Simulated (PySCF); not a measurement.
# CH4F2Si (SMILES C[SiH](F)F): CAM-B3LYP/6-31G(d) (spherical functions)

What is the vertical ionisation energy of CH4F2Si at CAM-B3LYP/6-31G* (spherical functions)? The job is set up through a Python script.

Program for the calculation: PySCF 2.14.0.

**1. The system as given**

CH4F2Si: 8 atoms, total charge 0, spin state singlet. SMILES: `C[SiH](F)F`. Geometry: relaxed at PBE0-D4/def2-TZVP.

Bond lengths: C1–Si2 1.840 Å, Si2–F3 1.591 Å, Si2–F4 1.591 Å, C1–H5 1.092 Å, C1–H6 1.093 Å, C1–H7 1.093 Å, Si2–H8 1.477 Å. Some angles: C1–Si2–F3 109.8°, C1–Si2–F4 109.8°, F3–Si2–F4 106.8°, C1–Si2–H8 114.8°, F3–Si2–H8 107.6°, F4–Si2–H8 107.6°, Si2–C1–H5 110.7°, Si2–C1–H6 110.6°, Si2–C1–H7 110.6°, H5–C1–H6 108.3°.

**2. A single-point energy at CAM-B3LYP/6-31G(d) (spherical functions)**

Contents of calc.py:

```python
from pyscf import gto, dft

mol = gto.M(
    atom='''
C       -0.387100       0.881700      -0.174700
Si       0.329300      -0.775200       0.180600
F        1.916300      -0.678300       0.226700
F       -0.035400      -1.783900      -0.994000
H       -0.013400       1.269000      -1.125400
H       -0.122700       1.591000       0.613300
H       -1.476800       0.824400      -0.231400
H       -0.118100      -1.385700       1.449000
''',
    spin=0,
    charge=0,
    verbose=3,
    basis='6-31g*',
    max_memory=1860,
)

calc0 = dft.RKS(mol, xc='cam-b3lyp')
calc0.grids.level = 2
calc0.conv_tol = 1e-10
calc0.kernel()
if not calc0.converged:
    calc0 = calc0.newton().run(calc0.mo_coeff, calc0.mo_occ)

etot = calc0.e_tot
print('E(%s) = %.9f' % ('CAM-B3LYP', etot))
```

Started as:

```console
$ OMP_NUM_THREADS=1 python calc.py
```

Output:

```text
converged SCF energy = -529.735588428963
E(CAM-B3LYP) = -529.735588429
```

It took 8.7 s on 1 thread of Arm Neoverse V2, shared host; peak memory 0.31 GiB.

**3. The doublet cation**

Contents of job.py:

```python
from pyscf import gto, dft

mol = gto.M(
    atom='''
C     -0.387100     0.881700    -0.174700
Si     0.329300    -0.775200     0.180600
F      1.916300    -0.678300     0.226700
F     -0.035400    -1.783900    -0.994000
H     -0.013400     1.269000    -1.125400
H     -0.122700     1.591000     0.613300
H     -1.476800     0.824400    -0.231400
H     -0.118100    -1.385700     1.449000
''',
    spin=1,
    basis='6-31g*',
    verbose=3,
    charge=1,
    max_memory=1860,
)

mf = dft.UKS(mol, xc='cam-b3lyp')
mf.grids.level = 2
mf.conv_tol = 1e-10
mf.kernel()
if not mf.converged:
    mf = mf.newton().run(mf.mo_coeff, mf.mo_occ)

etot = mf.e_tot
print('E = %.10f Eh' % etot)
```

Started as:

```console
$ OMP_NUM_THREADS=1 python job.py
```

Output:

```text
converged SCF energy = -529.301554249762  <S^2> = 0.75935185  2S+1 = 2.0093301
E = -529.3015542498 Eh
```

Wall time 17 s (1 thread of Arm Neoverse V2, shared host); peak memory 0.32 GiB.

**4. What came out**

At CAM-B3LYP/6-31G* (spherical functions):

| quantity | value |
| --- | --- |
| singlet CH4F2Si: total energy | -529.73559 Eh |
| singlet CH4F2Si: dipole moment | 2.07 D |
| singlet CH4F2Si: HOMO energy | -10.57 eV |
| singlet CH4F2Si: LUMO energy | 2.71 eV |
| singlet CH4F2Si: HOMO–LUMO gap | 13.28 eV |
| doublet cation: total energy | -529.30155 Eh |
| doublet cation: HOMO energy (highest over α and β) | -18.88 eV |
| doublet cation: LUMO energy (lowest over α and β) | -13.04 eV |
| doublet cation: ⟨S²⟩ | 0.759 |
| vertical ionisation energy (to the doublet cation) | 11.811 eV |

The vertical ionisation energy comes to 11.81 eV (1140 kJ/mol). −ε(HOMO) before ionisation, 10.57 eV, is 1.24 eV below this ionisation energy. Mulliken charges (singlet CH4F2Si) run from -0.71 on C1 to +1.04 on Si2; they depend strongly on the basis.
